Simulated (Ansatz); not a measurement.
# AlBrCl₂: how energies converge with the basis set

The task here is to estimate one member of a computed series from the others.

Method: one geometry, several basis sets; program: Ansatz 0.2.0, Gaussian basis.

Plan: PBE0-D4/def2-SVP; ωB97M-V/def2-SVP; PBE0-D4/def2-QZVPP; ωB97M-V/def2-QZVPP; the functionals' def2-TZVPP values are taken from earlier runs.

## The relaxed structure

An earlier PBE0-D4 in a triple-zeta def2 set relaxation fixed the geometry.

SMILES `[Cl][Al]([Cl])[Br]`, 4 atoms, charge 0, spin multiplicity 1.

Atoms are counted from 1 here; the program's logs count them from 0.

Bond lengths: Cl1–Al2 2.070 Å, Al2–Cl3 2.070 Å, Al2–Br4 2.225 Å. Angles: Cl1–Al2–Cl3 119.7°, Cl1–Al2–Br4 120.2°, Cl3–Al2–Br4 120.2°.

The first run:

Input file in.yaml:

```yaml
crystal:
  periodic: [false, false, false]
  atoms:
    - {symbol: Cl, position_ang: [-0.005094, 0.383326, 2.045193]}
    - {symbol: Al, position_ang: [0.031433, -0.036397, 0.018182]}
    - {symbol: Cl, position_ang: [1.078489, -1.685277, -0.668218]}
    - {symbol: Br, position_ang: [-1.049229, 1.278049, -1.415457]}
basis:
  gaussian: {orbitals: def2-SVP}
hamiltonian: {xc: pbe0, dispersion: d4}
output: {orbitals: {seedname: orbitals}}
```

Among the steps run: PBE0-D4 in def2-SVP; ωB97M-V in def2-SVP; PBE0-D4 in def2-QZVPP; ωB97M-V in def2-QZVPP.

One of the session's tables, all rows but one given; the rest of the session is left out.

It belongs to the step «Functionals by basis». 

```
functional       basis  HOMO (eV)
   PBE0-D4    def2-SVP      -8.86
   PBE0-D4  def2-TZVPP      -8.96
   PBE0-D4  def2-QZVPP          ?
   ωB97M-V    def2-SVP     -11.02
   ωB97M-V  def2-TZVPP     -11.17
   ωB97M-V  def2-QZVPP     -11.20
```

**Question.** Estimate the row for PBE0-D4, def2-QZVPP.

The run gave: HOMO (eV): -8.98. In the column «HOMO (eV)» it lies between ωB97M-V, def2-SVP (-11.02) and PBE0-D4, def2-TZVPP (-8.96).
